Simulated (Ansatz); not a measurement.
**BGeNH+ (quintet): from Hartree-Fock to the top rungs, cc-pVDZ**

The task here is to estimate one member of a computed series from the others.

Program: Ansatz 0.2.0, Gaussian basis. Level of theory: cc-pVDZ, core rule «outside noble gas», up to 16 orbitals frozen. These are calculated values, not measurements.

The runs, in order: UHF; CCSD(T) on ROHF; CCSD(T) on UHF; BCCD(T) on ROHF; CISD as a restricted active space (open shells left free, so some higher excitations enter); CCSDT(Q) on ROHF; CCSDT(Q) on UHF.

27 further runs of the same task are left out: 12 that didn't finish, 15 set aside as unsound or not needed. Runs told in other sessions of the task aren't counted.

## The geometry

The geometry is a PBE0/def2-TZVP stationary point (not a proven minimum) of the parent state, kept for this charge and spin. No spin-orbit coupling is included. The filled d shell of Ge may be among the frozen orbitals whatever the setting's name suggests.

4 atoms, charge 1, spin multiplicity 5.

Atoms are counted from 1 here; the program's logs count them from 0.

Bond lengths: B1–Ge2 2.138 Å, B1–N3 1.346 Å, B1–H4 1.181 Å, Ge2–N3 1.938 Å. Angles: Ge2–B1–N3 62.9°, Ge2–B1–H4 145.5°, N3–B1–H4 151.6°, B1–Ge2–N3 38.2°, B1–N3–Ge2 79.0°.

Set-up of the first run:

Contents of in.yaml:

```yaml
crystal:
  periodic: [false, false, false]
  atoms:
    - {symbol: B, position_ang: [0.000000, 0.535353, 1.574476]}
    - {symbol: Ge, position_ang: [0.000000, 0.049350, -0.507987]}
    - {symbol: N, position_ang: [0.000000, -0.770467, 1.248606]}
    - {symbol: H, position_ang: [0.000000, 1.408034, 2.370817]}
basis:
  gaussian: {orbitals: cc-pVDZ}
total_charge: 1
magnetization: {spin_polarized: true, initial_magnetization: 4}
hamiltonian: {xc: hf}
output: {orbitals: {seedname: orbitals}}
```

On the command line:

```sh
ansatz run in.yaml --threads 1 --pin off --events-out ev --progress --plain --max-ram 2393MiB
```

Among the steps run: UHF; CCSD(T) on ROHF; CCSD(T) on UHF; BCCD(T) on ROHF; CISD as a restricted active space (open shells left free, so some higher excitations enter); CCSDT(Q) on ROHF; CCSDT(Q) on UHF.

One table of the session follows, with a row left open; its other results are not shown here.

```
   method  from RCCSDT(Q) (meV)
     ROHF               +7405.4
      UHF               +7121.7
     RMP2               +1158.5
     UMP2               +1250.6
    RCCSD                +314.8
    UCCSD                +283.8
 RCCSD(T)                 +58.3
 UCCSD(T)                 +40.3
  BCCD(T)                 +58.9
   RCCSDT                     ?
   UCCSDT                  -0.4
RCCSDT(Q)                     0
UCCSDT(Q)                 -20.2
```

Estimate the missing values for RCCSDT.

The run gave: from RCCSDT(Q) (meV): +19.9. In the column «from RCCSDT(Q) (meV)» it lies between RCCSDT(Q) (0) and UCCSD(T) (+40.3).

Not comparable, so not listed: CISD as a restricted active space (open shells left free, so some higher excitations enter) (they don't share determinant, frozen orbitals or solution with the rows shown, or repeat one).

Caveats from the session: Restricted and unrestricted rows rest on different reference determinants; a gap between their highest levels can come from leftover correlation error, from unlike frozen cores or from another state.
